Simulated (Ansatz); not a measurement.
# CoPtO2: further runs on the relaxed cell

The task here is to estimate one member of a computed series from the others.

Program: Ansatz 0.2.0. Level of theory: DFT PBE, scalar-relativistic, plane waves, PAW. These are calculated values, not measurements.

1 further run of the same task is left out (set aside as unsound or not needed).

## The structure to begin with

Symmetry: R-3m, No. 166, trigonal system. The conventional cell has a = 2.855 Å, b = 2.855 Å, c = 17.883 Å, α = 90.00°, β = 90.00°, γ = 120.00°. Around Co (site symmetry -3m) lie 6 O at 1.91 Å. Pt (site symmetry -3m) has 2 O at 2.01 Å as nearest neighbours. O (site symmetry 3m) has 3 Co at 1.91 Å and 1 Pt at 2.01 Å as nearest neighbours.

As a file:

```cif
data_structure
_symmetry_space_group_name_H-M 'P 1'
_symmetry_Int_Tables_number 1
_cell_length_a 6.1848
_cell_length_b 6.1848
_cell_length_c 6.1848
_cell_angle_alpha 26.687
_cell_angle_beta 26.687
_cell_angle_gamma 26.687
_cell_volume 42.07
loop_
_atom_site_label
_atom_site_type_symbol
_atom_site_fract_x
_atom_site_fract_y
_atom_site_fract_z
_atom_site_occupancy
Co1 Co 0.50000 0.50000 0.50000 1
Pt1 Pt 0.00000 0.00000 0.00000 1
O1 O 0.88765 0.88765 0.88765 1
O2 O 0.11235 0.11235 0.11235 1
```

It goes back to an entry of the Materials Project.

It is the result of an earlier relaxation at this level (volume 10.52 Å³/atom; gap on the mesh: none (metal)).

The first run:

The input, input.yaml:

```yaml
crystal:
  lattice:
    - [1.4129758644, 0.8157819957, 5.9008675612]
    - [-1.4129758644, 0.8157819957, 5.9008675612]
    - [0.0, -1.6315639914, 5.9008675612]
  atoms:
    - { symbol: Co, position: [0.5, 0.5, 0.5] }
    - { symbol: Pt, position: [0.0, 0.0, 0.0] }
    - { symbol: O, position: [0.8876528271, 0.8876528271, 0.8876528271] }
    - { symbol: O, position: [0.1123471729, 0.1123471729, 0.1123471729] }
basis:
  ecutwfc: 420
kpoints:
  mp_grid: { grid: [18, 18, 18] }
hamiltonian:
  xc: pbe
scf:
  occupations: { method: gaussian, width: 0.1 }
output:
  forces: true
  stress: true
  eigenvalues: true
relax:
  adjacent_minimum: "off"
  f_tol: 0.01
  max_steps: 30
  cell: { stress_tol: 0.1, fix: [volume] }
```

Run with:

```bash
> ansatz run input.yaml --threads 1 --pin off --max-ram 2560MiB --backend cpu --events-out ev --progress --plain --runs-dir out
```

Among the steps run: Volume × 0.97; Point at V/V0 = 1.03; Volume × 0.94; Point at V/V0 = 1.06; The cell scaled to 0.91 of its volume; Point at V/V0 = 1.10; Point at V/V0 = 0.88.

One table of the session follows, with a row left open; its other results are not shown here.

It belongs to the step «Equation of state». 

```
volume (Å³/atom)  energy above the lowest point (meV/atom)  pressure (GPa)
           9.256                                     137.7           39.60
           9.572                                      72.5           26.94
           9.887                                      30.3           16.35
          10.203                                         ?               ?
          10.518                                       0.0            0.01
          10.834                                       6.3           -6.24
          11.149                                      23.9          -11.45
          11.570                                      61.7          -17.09
```

**Question.** Estimate the row for volume (Å³/atom) = 10.203.

Worked estimate for «energy above the lowest point (meV/atom)». A straight line through the neighbours (9.887, 30.3) and (10.518, 0.0) gives 30.3 + (0.0 − 30.3) × (10.203 − 9.887) / (10.518 − 9.887) = 15.1; a parabola fitted to 4 rows on both sides gives 7.0.

**Answer.** energy above the lowest point (meV/atom): 7.1; pressure (GPa): 7.47. In «energy above the lowest point (meV/atom)» the line misses by +8.0 and the parabola by -0.1.

Caveats from the session: The final runs have no spin polarisation, so no magnetic state was tried and one may lie lower.
